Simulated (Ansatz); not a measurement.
Relaxation of a periodic cell of 63 atoms, Si62Sb (host Si, host structure diamond, dopant Sb, one Si atom removed), cell charge -1, to a largest force component of 0.03 eV/Å in at most 60 steps.

The calculation used DFT PBE-D3(BJ), scalar-relativistic, plane waves, PAW in Ansatz 0.2.0. Settings: PAW set soft_1, cutoff 420 eV, k mesh 1x1x1, gaussian smearing 0.02 eV, no spin polarisation.

```xyz
63
Lattice="10.8600 0.0000 0.0000 0.0000 10.8600 0.0000 0.0000 0.0000 10.8600" Properties=species:S:1:pos:R:3:forces:R:3
Si 5.430 0.000 0.000 -0.01 0.05 0.15
Si 6.787 1.357 1.357 0.05 0.05 -0.05
Si 8.145 2.715 0.000 -0.03 -0.06 0.06
Si 9.502 4.072 1.357 0.11 -0.16 -0.17
Si 8.145 0.000 2.715 -0.03 0.03 -0.03
Si 9.502 1.357 4.072 0.10 0.11 -0.10
Si 0.000 0.000 0.000 -0.02 -0.02 0.31
Sb 2.715 2.715 0.000 -1.84 -1.84 1.84
Si 4.072 4.072 1.357 1.63 1.63 1.24
Si 5.430 5.430 0.000 0.05 0.05 0.18
Si 6.787 6.787 1.357 0.09 0.09 -0.13
Si 8.145 8.145 0.000 -0.07 -0.07 0.14
Si 9.502 9.502 1.357 0.10 0.10 -0.11
Si 2.715 0.000 2.715 -0.31 -0.02 0.02
Si 4.072 1.357 4.072 -0.16 0.17 -0.11
Si 5.430 2.715 2.715 -0.01 -0.15 -0.05
Si 6.787 4.072 4.072 0.10 0.00 0.00
Si 8.145 5.430 2.715 -0.07 0.03 0.07
Si 9.502 6.787 4.072 0.00 0.01 0.00
Si 5.430 0.000 5.430 0.03 -0.07 0.07
Si 6.787 1.357 6.787 0.09 0.13 -0.09
Si 8.145 2.715 5.430 -0.07 -0.14 0.07
Si 9.502 4.072 6.787 0.00 0.00 -0.10
Si 8.145 0.000 8.145 -0.07 -0.07 -0.03
Si 9.502 1.357 9.502 0.11 0.17 0.16
Si 0.000 5.430 0.000 0.05 -0.01 0.15
Si 1.357 6.787 1.357 0.05 0.05 -0.05
Si 2.715 8.145 0.000 -0.06 -0.03 0.06
Si 4.072 9.502 1.357 -0.16 0.11 -0.17
Si 0.000 2.715 2.715 -0.02 -0.31 0.02
Si 1.357 4.072 4.072 0.17 -0.16 -0.11
Si 2.715 5.430 2.715 -0.15 -0.01 -0.05
Si 4.072 6.787 4.072 0.00 0.10 0.00
Si 5.430 8.145 2.715 0.03 -0.07 0.07
Si 6.787 9.502 4.072 0.01 0.00 0.00
Si 0.000 0.000 5.430 0.03 0.03 0.03
Si 1.357 1.357 6.787 0.05 0.05 -0.05
Si 2.715 2.715 5.430 -0.06 -0.06 0.03
Si 4.072 4.072 6.787 -0.05 -0.05 -0.01
Si 5.430 5.430 5.430 0.01 0.01 0.07
Si 6.787 6.787 6.787 0.06 0.06 -0.06
Si 8.145 8.145 5.430 -0.08 -0.08 0.08
Si 9.502 9.502 6.787 0.00 0.00 -0.01
Si 2.715 0.000 8.145 -0.15 0.05 0.01
Si 4.072 1.357 9.502 1.63 -1.24 -1.63
Si 5.430 2.715 8.145 0.05 -0.18 -0.05
Si 6.787 4.072 9.502 0.01 -0.05 0.05
Si 8.145 5.430 8.145 -0.07 0.01 -0.01
Si 9.502 6.787 9.502 0.00 0.10 0.00
Si 0.000 8.145 2.715 0.03 -0.03 -0.03
Si 1.357 9.502 4.072 0.11 0.10 -0.10
Si 0.000 5.430 5.430 -0.07 0.03 0.07
Si 1.357 6.787 6.787 0.13 0.09 -0.09
Si 2.715 8.145 5.430 -0.14 -0.07 0.07
Si 4.072 9.502 6.787 0.00 0.00 -0.10
Si 0.000 2.715 8.145 0.05 -0.15 0.01
Si 1.357 4.072 9.502 -1.24 1.63 -1.63
Si 2.715 5.430 8.145 -0.18 0.05 -0.05
Si 4.072 6.787 9.502 -0.05 0.01 0.05
Si 5.430 8.145 8.145 0.01 -0.07 -0.01
Si 6.787 9.502 9.502 0.10 0.00 0.00
Si 0.000 8.145 8.145 -0.07 -0.07 -0.03
Si 1.357 9.502 9.502 0.17 0.11 0.16
```

Question: Where does it end, and by what steps?

Answer: It converged. Limits of this set-up: coarse k mesh, no spin, though dangling bonds at a vacancy may carry it, a typed lattice constant that wasn't relaxed here, charged cell in a uniform background, uncorrected. After 7 steps the energy has fallen by 1.129 eV; Sb8 moved furthest, 0.49 Å.

```csv
step,energy less start (eV),largest force component (eV/Å),accepted
0,0.0000,1.841,yes
1,-0.9297,0.739,yes
2,-1.1018,0.134,yes
3,-1.1218,0.042,yes
4,-1.1216,0.080,no
5,-1.1218,0.042,yes
6,-1.1216,0.080,no
7,-1.1292,0.028,yes
```

```xyz
63
Lattice="10.8600 0.0000 0.0000 0.0000 10.8600 0.0000 0.0000 0.0000 10.8600" Properties=species:S:1:pos:R:3
Si 5.450 0.000 -0.006
Si 6.801 1.364 1.351
Si 8.152 2.716 -0.001
Si 9.535 4.055 1.340
Si 8.150 0.003 2.712
Si 9.506 1.361 4.069
Si 0.018 0.018 0.052
Sb 2.433 2.433 0.282
Si 4.118 4.118 1.401
Si 5.435 5.435 -0.017
Si 6.780 6.780 1.364
Si 8.130 8.130 0.021
Si 9.506 9.506 1.354
Si 2.663 0.018 2.697
Si 4.055 1.375 4.040
Si 5.450 2.721 2.715
Si 6.811 4.070 4.075
Si 8.164 5.417 2.710
Si 9.508 6.792 4.067
Si 5.417 0.005 5.411
Si 6.780 1.351 6.795
Si 8.130 2.694 5.445
Si 9.500 4.070 6.764
Si 8.164 0.005 8.158
Si 9.535 1.375 9.520
Si 0.000 5.450 -0.006
Si 1.364 6.801 1.351
Si 2.716 8.152 -0.001
Si 4.055 9.535 1.340
Si 0.018 2.663 2.697
Si 1.375 4.055 4.040
Si 2.721 5.450 2.715
Si 4.070 6.811 4.075
Si 5.417 8.164 2.710
Si 6.792 9.508 4.067
Si 0.003 0.003 5.425
Si 1.364 1.364 6.774
Si 2.716 2.716 5.423
Si 4.078 4.078 6.771
Si 5.436 5.436 5.419
Si 6.788 6.788 6.787
Si 8.139 8.139 5.436
Si 9.508 9.508 6.783
Si 2.721 0.000 8.125
Si 4.118 1.314 9.457
Si 5.435 2.732 8.140
Si 6.804 4.078 9.497
Si 8.156 5.436 8.139
Si 9.500 6.811 9.505
Si 0.003 8.150 2.712
Si 1.361 9.506 4.069
Si 0.005 5.417 5.411
Si 1.351 6.780 6.795
Si 2.694 8.130 5.445
Si 4.070 9.500 6.764
Si 0.000 2.721 8.125
Si 1.314 4.118 9.457
Si 2.732 5.435 8.140
Si 4.078 6.804 9.497
Si 5.436 8.156 8.139
Si 6.811 9.500 9.505
Si 0.005 8.164 8.158
Si 1.375 9.535 9.520
```

Whether the end is a true minimum wasn't checked by a vibrational analysis.

Run time: 55 s on 4 threads of Intel(R) Xeon(R) Platinum 8175M CPU @ 2.50GHz (Skylake/Cascade Lake), on a shared host, peak memory 1.2 GiB.
